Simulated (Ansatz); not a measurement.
AlH2IO, SMILES [OH][AlH][I], a geometry optimisation

Computed with the Ansatz DFT code, driven from Python.

The script reads `alh2io.xyz`:
```text
5

O    -1.10230   -0.46280   -0.85710
Al    0.22580    0.36780    0.04600
I     2.45960   -0.85270    0.26180
H    -1.56360   -0.92790   -0.18530
H     0.03030    1.80190    0.69320
```

The script, `run_opt.py`:
```python
"""Minimum-energy structure of AlH2IO."""

import itertools

import ansatz as az
from ase.data import atomic_numbers, covalent_radii
import numpy as np


def main() -> None:
    alh2io = az.Crystal.molecule_from_extxyz("alh2io.xyz")

    calc = (
        alh2io.calculation()
        .basis(gaussian="def2-SVP")
        .correlation("MP2")
    )
    symbols = [site.symbol for site in alh2io.cartesian_sites]
    start = np.array([site.position_ang for site in alh2io.cartesian_sites], dtype=float)
    data = calc.relax(force_tolerance=0.005).run(threads=1).report
    end = np.array(data["positions_ang"])

    for key in ("converged", "free_energy_ev", "reference_energy_ev", "n_frozen", "n_occupied", "n_virtual"):
        print(f"{key:22s} {data[key]}")

    # pairs closer than 1.2 times the sum of covalent radii, before or after
    radius = [covalent_radii[atomic_numbers[s]] for s in symbols]
    span = lambda where, i, j: np.linalg.norm(where[i] - where[j])
    bonded = [(i, j) for i, j in itertools.combinations(range(len(symbols)), 2) if min(span(start, i, j), span(end, i, j)) < 1.2 * (radius[i] + radius[j])]
    print("pair        before    after (A)")
    for i, j in bonded:
        print(f"{symbols[i]}{i}-{symbols[j]}{j}".ljust(10), f"{span(start, i, j):8.4f} {span(end, i, j):8.4f}")

    charges = data["charge_distribution"]
    print("dipole moment", round(4.803205 * float(np.linalg.norm(charges["dipole_moment_e_ang"])), 3), "D")
    print("Mulliken:", [(s, round(q, 3)) for s, q in zip(symbols, charges["mulliken_charges_e"])])
    with open("alh2io_opt.xyz", "w") as handle:
        handle.write(f"{len(symbols)}\nrelaxed AlH2IO\n")
        handle.writelines(f"{s:2s} {x:11.6f} {y:11.6f} {z:11.6f}\n" for s, (x, y, z) in zip(symbols, end))


if __name__ == "__main__":
    main()
```

`python run_opt.py` gives:
```text
converged              True
free_energy_ev         -16733.51499237757
reference_energy_ev    -16723.51314317027
n_frozen               10
n_occupied             [14, 14]
n_virtual              [44, 44]
pair        before    after (A)
O0-Al1       1.8081   1.6989
O0-H3        0.9383   0.9603
Al1-I2       2.5546   2.4766
Al1-H4       1.5855   1.5583
dipole moment 1.11 D
Mulliken: [('O', -0.512), ('Al', 0.834), ('I', -0.342), ('H', 0.212), ('H', -0.192)]
```

File `alh2io_opt.xyz` afterwards:
```text
5
relaxed AlH2IO
O    -1.249966   -0.308541   -0.353724
Al    0.204163    0.416454    0.142507
I     2.306241   -0.887167    0.265619
H    -1.385331   -1.222938   -0.613996
H     0.174694    1.928492    0.518195
```

Notes:
- Total energies depend on the basis set; only differences at equal settings carry meaning.
- The end point is the stationary point reached from this start; no frequency run checks that it is a minimum, and the basis set is modest.
- def2 sets replace the cores of elements past krypton by effective core potentials.
- Wall time of the script: 31 s on 1 thread of Arm Neoverse V1, with other jobs on the host, peak memory 0.22 GiB.
